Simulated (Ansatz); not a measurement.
# Ta: the cost of one run

Program: Ansatz 0.2.0. Level of theory: DFT PBE, scalar-relativistic, plane waves, PAW, and further levels as typed in the inputs. These are calculated values, not measurements.

## (1) The system as given

It takes space group Im-3m (No. 229, cubic). Conventional cell: a = 3.320 Å, b = 3.320 Å, c = 3.320 Å, α = 90.00°, β = 90.00°, γ = 90.00°. Ta (site symmetry m-3m) is surrounded by 8 Ta at 2.88 Å.

Coordinates:

```cif
data_structure
_symmetry_space_group_name_H-M 'Im-3m'
_symmetry_Int_Tables_number 229
_cell_length_a 3.3200
_cell_length_b 3.3200
_cell_length_c 3.3200
_cell_angle_alpha 90.000
_cell_angle_beta 90.000
_cell_angle_gamma 90.000
_cell_volume 36.59
loop_
_atom_site_label
_atom_site_type_symbol
_atom_site_symmetry_multiplicity
_atom_site_Wyckoff_symbol
_atom_site_fract_x
_atom_site_fract_y
_atom_site_fract_z
_atom_site_occupancy
Ta1 Ta 2 a 0.00000 0.00000 0.00000 1
```

## (2) Relaxing cell and atoms: Ta, no spin

input.yaml reads:

```yaml
crystal:
  lattice:
    - [-1.66, 1.66, 1.66]
    - [1.66, -1.66, 1.66]
    - [1.66, 1.66, -1.66]
  atoms:
    - { symbol: Ta, position: [0.0, 0.0, 0.0] }
scf:
  occupations: { method: gaussian, width: 0.05 }
output:
  forces: true
  stress: true
  eigenvalues: true
  write_density: true
  write_potential: true
  elf: true
  volumetric_format: npy
kpoints:
  mp_grid: { grid: [14, 14, 14] }
relax:
  f_tol: 0.01
  cell: { stress_tol: 0.1 }
hamiltonian:
  pseudopotentials: { kind: paw, azcp: { folder: soft_1 } }
```

Launch:

```
ansatz run input.yaml --threads 8 --pin off --max-ram 24576MiB --backend cpu --events-out ev --progress --plain --runs-dir out
```

What time and memory should one allow on 8 threads of Intel Xeon Platinum 8259CL at 2.50GHz (Skylake/Cascade Lake), shared host?

About 1.4 s, with a peak of 0.36 GiB.
